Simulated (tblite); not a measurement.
# C5H13BN2S: the cost of one run

Programs: tblite 0.8.0 and PySCF 2.14.0, with density-fitted response routines of our own. Each step states its level of theory. These are calculated values for one molecule in the gas phase, unless marked as measured. Atoms are numbered from 0 throughout.

## 1. The starting structure

22 atoms, charge 0, multiplicity 1; geometry from: force field or distance geometry start.

Bonds of the start (Å): C0–N1 1.45, N1–B2 1.52, B2–S3 1.86, S3–C4 1.76, S3–C5 1.76, C5–C6 1.49, C6–C7 1.44, C7–N8 1.17, C0–H9 1.11, C0–H10 1.09, C0–H11 1.10, N1–H12 1.06, B2–H13 1.20, B2–H14 1.20, C4–H15 1.11, C4–H16 1.13, C4–H17 1.11, C5–H18 1.11, C5–H19 1.14, C6–H20 1.14, C6–H21 1.12.

## 2. Geometry optimisation with GFN2-xTB

Job settings and geometry (Å):

```
{"job": {"kind": "relax", "xc": "GFN2-xTB", "basis": "xTB"}, "charge": 0, "multiplicity": 1}
C      3.461400     0.652400    -0.489600
N      2.257200    -0.155000    -0.521200
B      1.331000     0.141300     0.646700
S     -0.317300    -0.629000     0.256700
C     -0.596600    -0.686200    -1.476600
C     -1.551400     0.214700     1.177500
C     -2.944700    -0.280300     0.994000
C     -3.340000    -0.174500    -0.388600
N     -3.659000    -0.111100    -1.511000
H      3.315700     1.517800    -1.170300
H      4.307300     0.043500    -0.804000
H      3.630100     1.053400     0.523200
H      2.458600    -1.196800    -0.472400
H      1.692200    -0.323700     1.688600
H      1.149000     1.322700     0.785400
H     -0.867400     0.306100    -1.902700
H      0.404000    -0.937100    -1.941600
H     -1.259400    -1.518200    -1.802300
H     -1.513100     1.317600     1.072100
H     -1.298200     0.036800     2.272900
H     -3.607800     0.342100     1.675600
H     -3.062000    -1.317900     1.386700
```

On the command line:

```sh
$ OMP_NUM_THREADS=1 python probes_run.py task.json out
```

The driver reads the jobs from task.json and runs them one after another.

Q: Estimate the wall time of this first job on 1 thread of Arm Neoverse N1, shared host.

About 3.4 s.
